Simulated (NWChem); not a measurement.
# the pair AlH3S···SiCl2, step by step

Wanted: a single-point energy (singlet AlSiH3SCl2, BLYP-D3(0)/STO-3G), then the energy (singlet AlH3S, BLYP-D3(0)/STO-3G), then a single-point energy (singlet SiCl2, BLYP-D3(0)/STO-3G), then a single-point energy (singlet AlH3S, BLYP-D3(0)/STO-3G), then a single-point energy (singlet SiCl2, BLYP-D3(0)/STO-3G) of AlCl2H3SSi and its partners. 

Program for the calculation: NWChem 7.3.0.

## Step 1: The molecule

AlSiH3SCl2 has 8 atoms, charge 0, and is taken as a singlet. The two molecules were placed rigidly side by side, at 1 times their contact distance; the pair isn't optimised.

Bond lengths: Al1–S2 2.181 Å, Cl6–Si7 2.077 Å, Si7–Cl8 2.077 Å, Al1–H3 1.579 Å, Al1–H4 1.581 Å, S2–H5 1.344 Å. Angles: Cl6–Si7–Cl8 101.3°, Al1–S2–H5 93.7°, S2–Al1–H3 116.5°, S2–Al1–H4 118.9°, H3–Al1–H4 124.6°.

## Step 2: A single-point energy at BLYP-D3(0)/STO-3G (run 1)

alcl2h3ssi.nw

```
echo
start alcl2h3ssi
title "AlCl2H3SSi energy"
memory total 2200 mb
geometry units angstrom noautosym nocenter noautoz
  Al   -0.626080   -0.049480   -0.173420
  S     1.119120   -0.328380    1.104880
  H    -1.991680   -0.635380    0.359380
  H    -0.451080    0.710720   -1.548120
  H     1.949720    0.302520    0.257280
  Cl    2.251360    0.381870    4.668640
  Si    1.601520   -1.588460    4.771660
  Cl   -0.433350   -1.328900    5.099320
end
basis "ao basis" spherical bse
  * library STO-3G
end
dft
  xc becke88 lyp
  disp vdw 3
  grid fine
  convergence energy 1e-08
  iterations 100
  mulliken
  noprint "final vectors analysis"
end
task dft energy
```

Started as:

```sh
$ nwchem alcl2h3ssi.nw > alcl2h3ssi.out
```

Log:

```text
[...]
          Wavefunction type:  closed shell.
          No. of atoms     :     8
          No. of electrons :    80
[...]
          Charge           :     0
          Spin multiplicity:     1
[...]
          AO basis - number of functions:    48
[...]
              XC Information
              --------------
                    Becke 1988 Exchange Functional  1.000
              Lee-Yang-Parr Correlation Functional  1.000
[...]
 d= 0,ls=0.0,diis     1  -1831.2939160175 -2.25D+03  8.87D-02  6.11D-01     0.5
[...]
 d= 0,ls=0.0,diis    11  -1831.4698713976 -3.43D-09  9.42D-07  4.50D-10     3.5
         Total DFT energy =    -1831.469871397559
      One electron energy =    -3373.609814427734
           Coulomb energy =     1248.732318183113
    Exchange-Corr. energy =     -122.800477693718
 Nuclear repulsion energy =      416.214770744617
    Dispersion correction =       -0.006668203837
[...]
      Total Density - Mulliken Population Analysis
     ---------------------------------------------
    Atom       Charge   Shell Charges
 -----------   ------   -------------------------------------------------------
    1 Al  13    12.35   2.00  1.98  5.77  1.14  1.46
    2 S   16    16.15   2.00  2.00  5.95  1.91  4.29
    3 H    1     1.23   1.23
    4 H    1     1.23   1.23
    5 H    1     1.03   1.03
    6 Cl  17    17.31   2.00  2.00  5.99  1.99  5.33
    7 Si  14    13.39   2.00  2.00  5.86  1.89  1.65
    8 Cl  17    17.31   2.00  2.00  5.99  1.99  5.33
[...]
```

Wall time 4.2 s (1 thread of AMD EPYC 9B45 (Zen 5), shared host); peak memory 0.13 GiB.

## Step 3: AlH3S: the energy at BLYP-D3(0)/STO-3G (run 2)

alh3s.nw

```
start alh3s
title "AlH3S energy"
memory total 2200 mb
charge 0

geometry units bohr noautosym nocenter noautoz
  Al  -1.18311973  -0.09350365  -0.32771630
  S    2.11483030  -0.62054826   2.08792060
  H   -3.76372973  -1.20069419   0.67912977
  H   -0.85241766   1.34306615  -2.92552281
  H    3.68443682   0.57167995   0.48618874
end

basis spherical bse
  * library STO-3G
end

dft
  xc becke88 lyp
  disp vdw 3
  grid fine
  convergence energy 1e-08
  maxiter 100
  mulliken
  print low
end

task dft energy
```

Started as:

```sh
$ nwchem alh3s.nw > alh3s.out
```

Log:

```text
[...]
 d= 0,ls=0.0,diis     1   -634.9549929842 -7.09D+02  1.06D-01  2.90D-01     0.2
[...]
 d= 0,ls=0.0,diis     8   -635.0196993508  1.26D-09  8.98D-06  1.25D-08     0.7
         Total DFT energy =     -635.019699350835
      One electron energy =    -1031.317284662045
           Coulomb energy =      368.057496604050
    Exchange-Corr. energy =      -45.573249884231
 Nuclear repulsion energy =       73.814899831758
    Dispersion correction =       -0.001561240368
[...]
      Total Density - Mulliken Population Analysis
     ---------------------------------------------
    Atom       Charge   Shell Charges
 -----------   ------   -------------------------------------------------------
    1 Al  13    12.36   2.00  1.98  5.77  1.14  1.47
    2 S   16    16.14   2.00  2.00  5.95  1.91  4.27
    3 H    1     1.23   1.23
    4 H    1     1.23   1.23
    5 H    1     1.04   1.04
[...]
```

It took 1.2 s on 1 thread of AMD EPYC 9B45 (Zen 5), shared host; peak memory 0.12 GiB.

## Step 4: SiCl2: a single-point energy at BLYP-D3(0)/STO-3G (run 3)

geom.nw

```
start geom
title "Cl2Si energy"
memory stack 880 mb heap 220 mb global 1100 mb

geometry units atomic noautosym nocenter noautoz
 Cl   4.25445381   0.72162972   8.82245097
 Si   3.02643418  -3.00175436   9.01713056
 Cl  -0.81891282  -2.51125705   9.63631822
end

basis spherical bse
 * library STO-3G
end

dft
 xc becke88 lyp
 disp vdw 3
 grid fine
 convergence energy 1e-08
 iterations 100
 mulliken
 noprint "final vectors analysis"
end

task dft
```

Started as:

```sh
$ nwchem geom.nw > geom.out
```

Log:

```text
[...]
          Wavefunction type:  closed shell.
          No. of atoms     :     3
          No. of electrons :    48
[...]
          Charge           :     0
          Spin multiplicity:     1
[...]
          AO basis - number of functions:    27
[...]
              XC Information
              --------------
                    Becke 1988 Exchange Functional  1.000
              Lee-Yang-Parr Correlation Functional  1.000
[...]
 d= 0,ls=0.0,diis     1  -1196.3269032961 -1.37D+03  1.14D-01  3.42D-01     0.2
[...]
 d= 0,ls=0.0,diis     8  -1196.4443871627 -1.25D-09  2.99D-07  2.45D-11     0.7
         Total DFT energy =    -1196.444387162677
      One electron energy =    -1995.010460914338
           Coulomb energy =      706.929496039909
    Exchange-Corr. energy =      -77.224723323195
 Nuclear repulsion energy =      168.862262915791
    Dispersion correction =       -0.000961880845
[...]
      Total Density - Mulliken Population Analysis
     ---------------------------------------------
    Atom       Charge   Shell Charges
 -----------   ------   -------------------------------------------------------
    1 Cl  17    17.30   2.00  2.00  5.99  1.99  5.33
    2 Si  14    13.39   2.00  2.00  5.86  1.89  1.65
    3 Cl  17    17.30   2.00  2.00  5.99  1.99  5.33
[...]
```

It took 1.1 s on 1 thread of AMD EPYC 9B45 (Zen 5), shared host; peak memory 0.12 GiB.

## Step 5: AlH3S among ghost functions: a single-point energy at BLYP-D3(0)/STO-3G (with ghost functions) (run 4)

nw.nw

```
start nw
title "AlH3S BLYP"
memory total 2200 mb
charge 0

geometry noautosym nocenter noautoz
  Al   -0.626080   -0.049480   -0.173420
  S     1.119120   -0.328380    1.104880
  H    -1.991680   -0.635380    0.359380
  H    -0.451080    0.710720   -1.548120
  H     1.949720    0.302520    0.257280
  bqCl     2.251360     0.381870     4.668640
  bqSi     1.601520    -1.588460     4.771660
  bqCl    -0.433350    -1.328900     5.099320
end

basis spherical bse
  Al library STO-3G
  S library STO-3G
  H library STO-3G
  bqCl library Cl STO-3G
  bqSi library Si STO-3G
end

dft
  xc becke88 lyp
  mult 1
  disp vdw 3
  grid fine
  convergence energy 1e-08
  maxiter 100
  mulliken
  noprint "final vectors analysis"
end

task dft energy
```

Started as:

```sh
$ nwchem nw.nw > nw.out
```

Log:

```text
[...]
          Wavefunction type:  closed shell.
          No. of atoms     :     8
          No. of electrons :    32
[...]
          Charge           :     0
          Spin multiplicity:     1
[...]
          AO basis - number of functions:    48
[...]
              XC Information
              --------------
                    Becke 1988 Exchange Functional  1.000
              Lee-Yang-Parr Correlation Functional  1.000
[...]
 d= 0,ls=0.0,diis     1   -634.9555824741 -7.09D+02  4.64D-02  2.90D-01     0.5
[...]
 d= 0,ls=0.0,diis     8   -635.0202119199  1.19D-09  3.95D-06  1.26D-08     2.3
         Total DFT energy =     -635.020211919942
      One electron energy =    -1031.303595172335
           Coulomb energy =      368.042258944228
    Exchange-Corr. energy =      -45.572219529317
 Nuclear repulsion energy =       73.814905078071
    Dispersion correction =       -0.001561240589
[...]
      Total Density - Mulliken Population Analysis
     ---------------------------------------------
    Atom       Charge   Shell Charges
 -----------   ------   -------------------------------------------------------
    1 Al  13    12.36   2.00  1.98  5.77  1.14  1.47
    2 S   16    16.14   2.00  2.00  5.95  1.91  4.27
    3 H    1     1.23   1.23
    4 H    1     1.23   1.23
    5 H    1     1.04   1.04
    6 X    0     0.00   0.00  0.00 -0.00  0.00  0.00
    7 X    0     0.00   0.00  0.00 -0.00  0.00  0.00
    8 X    0     0.00   0.00  0.00 -0.00  0.00  0.00
[...]
```

Wall time 2.8 s (1 thread of AMD EPYC 9B45 (Zen 5), shared host); peak memory 0.13 GiB.

## Step 6: SiCl2 among ghost functions: the energy at BLYP-D3(0)/STO-3G (with ghost functions) (run 5)

cl2si.nw

```
start cl2si
title "Cl2Si BLYP"
memory stack 880 mb heap 220 mb global 1100 mb
geometry units bohr noautosym nocenter noautoz
Cl   4.25445381   0.72162972   8.82245097
Si   3.02643418  -3.00175436   9.01713056
Cl  -0.81891282  -2.51125705   9.63631822
bqAl    -1.183120    -0.093504    -0.327716
bqS      2.114830    -0.620548     2.087921
bqH     -3.763730    -1.200694     0.679130
bqH     -0.852418     1.343066    -2.925523
bqH      3.684437     0.571680     0.486189
end
basis spherical bse
Cl library STO-3G
Si library STO-3G
bqAl library Al STO-3G
bqS library S STO-3G
bqH library H STO-3G
end
dft
xc becke88 lyp
disp vdw 3
grid fine
convergence energy 1e-08
maxiter 100
mulliken
print low
end
task dft energy
```

Started as:

```sh
$ nwchem cl2si.nw > cl2si.out
```

Log:

```text
[...]
 d= 0,ls=0.0,diis     1  -1196.3270801384 -1.37D+03  6.39D-02  3.42D-01     0.4
[...]
 d= 0,ls=0.0,diis     8  -1196.4445951576 -4.54D-10  3.70D-07  3.67D-11     2.2
         Total DFT energy =    -1196.444595157646
      One electron energy =    -1995.004101880078
           Coulomb energy =      706.922486196082
    Exchange-Corr. energy =      -77.224280508596
 Nuclear repulsion energy =      168.862262915791
    Dispersion correction =       -0.000961880845
[...]
      Total Density - Mulliken Population Analysis
     ---------------------------------------------
    Atom       Charge   Shell Charges
 -----------   ------   -------------------------------------------------------
    1 Cl  17    17.30   2.00  2.00  5.99  1.99  5.33
    2 Si  14    13.39   2.00  2.00  5.86  1.89  1.65
    3 Cl  17    17.30   2.00  2.00  5.99  1.99  5.33
    4 X    0     0.00   0.00  0.00 -0.00  0.00  0.00
    5 X    0     0.00   0.00  0.00 -0.00  0.00  0.00
    6 X    0     0.00   0.00
    7 X    0     0.00   0.00
    8 X    0     0.00   0.00
[...]
```

Run time: 2.7 s. Hardware: 1 thread of AMD EPYC 9B45 (Zen 5), shared host; peak memory 0.13 GiB.

## Step 7: Outcome

```
                                                                                                                  quantity           value
                                                                                    run 1, BLYP-D3(0)/STO-3G: total energy  -1831.46987 Eh
                                                                                   run 1, BLYP-D3(0)/STO-3G: dipole moment          2.25 D
                                                                               run 1, BLYP-D3(0)/STO-3G: dispersion energy   -17.51 kJ/mol
                                                                                                       AlH3S: total energy   -635.01970 Eh
                                                                                                  AlH3S: dispersion energy    -4.10 kJ/mol
                                                                                                       SiCl2: total energy  -1196.44439 Eh
                                                                                                      SiCl2: dipole moment          2.34 D
                                                                                                  SiCl2: dispersion energy    -2.53 kJ/mol
                                                                                 AlH3S among ghost functions: total energy   -635.02021 Eh
                                                                                AlH3S among ghost functions: dipole moment          0.87 D
                                                                            AlH3S among ghost functions: dispersion energy    -4.10 kJ/mol
                                                                                 SiCl2 among ghost functions: total energy  -1196.44460 Eh
                                                                            SiCl2 among ghost functions: dispersion energy    -2.53 kJ/mol
              interaction energy of the rigid parts AlH3S and SiCl2 (parts in their own basis; closest atoms 3.81 Å apart)       -0.157 eV
interaction energy of the rigid parts AlH3S and SiCl2 (parts in the whole basis, counterpoise; closest atoms 3.81 Å apart)       -0.138 eV
```

What this shows: The interaction energy of the rigid parts AlH3S and SiCl2 (parts in their own basis; closest atoms 3.81 Å apart) is −0.16 eV (−15.2 kJ/mol): the parts attract. Without counterpoise this holds the superposition error of the basis. The interaction energy of the rigid parts AlH3S and SiCl2 (parts in the whole basis, counterpoise; closest atoms 3.81 Å apart) is −0.14 eV (−3.2 kcal/mol): the parts attract. The basis-set superposition error is 1.9 kJ/mol. Mulliken charges (AlH3S) run from -0.23 on H3 to +0.64 on Al1; they depend strongly on the basis. Mulliken charges (SiCl2) run from -0.30 on Cl1 to +0.61 on Si2.
